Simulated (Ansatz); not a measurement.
# P3C: the cost of one run

Method: DFT PBE, scalar-relativistic, plane waves, PAW, in Ansatz 0.2.0.

1 further run of the same task is left out (it didn't finish).

### Step 1. Starting point

The structure is orthorhombic, space group Cmmm (No. 65). The conventional cell has a = 3.346 Å, b = 4.648 Å, c = 9.184 Å, α = 90.00°, β = 90.00°, γ = 90.00°. P (site symmetry mm2) has 6 P at 2.78 to 2.86 Å and 2 C at 2.90 Å as nearest neighbours. Around P (site symmetry mmm) lie 8 P at 2.78 to 2.86 Å. Around C (site symmetry mmm) lie 4 C at 2.86 Å and 4 P at 2.90 Å.

Coordinates:

```
P C
1.0
     1.67323   -2.32412    0.00000
     1.67323    2.32412    0.00000
     0.00000    0.00000    9.18404
P C
3 1
Direct
  0.50000 0.50000 0.74221
  0.00000 0.00000 0.50000
  0.50000 0.50000 0.25779
  0.00000 0.00000 0.00000
```

A structure generator made this guess: species swapped into a database cell of AlV3 (Cmmm, No. 65), with C on the Al sites and P on the V sites. Lengths come from tabulated atomic sizes and are only a guess.

### Step 2. A first look at the guess

File input.yaml:

```yaml
crystal:
  lattice:
    - [1.67323449, -2.32411647, 0.0]
    - [1.67323449, 2.32411647, 0.0]
    - [0.0, 0.0, 9.18403787]
  atoms:
    - { symbol: P, position: [0.5, 0.5, 0.74221301] }
    - { symbol: P, position: [0.0, 0.0, 0.5] }
    - { symbol: P, position: [0.5, 0.5, 0.25778699] }
    - { symbol: C, position: [0.0, 0.0, 0.0] }
basis:
  ecutwfc: 420
kpoints:
  mp_grid: { grid: [6, 6, 2] }
hamiltonian:
  xc: pbe
scf:
  occupations: { method: gaussian, width: 0.1 }
  lower_state_search: "off"
output:
  forces: true
  stress: true
  eigenvalues: true
```

Launch:

```sh
> ansatz run input.yaml --threads 1 --pin off --max-ram 2560MiB --backend cpu --events-out ev --progress --plain --runs-dir out
```

What time and memory should one allow on 1 thread of Intel Xeon at 2.70GHz, shared host?

About 2.5 s, with a peak of 0.34 GiB.
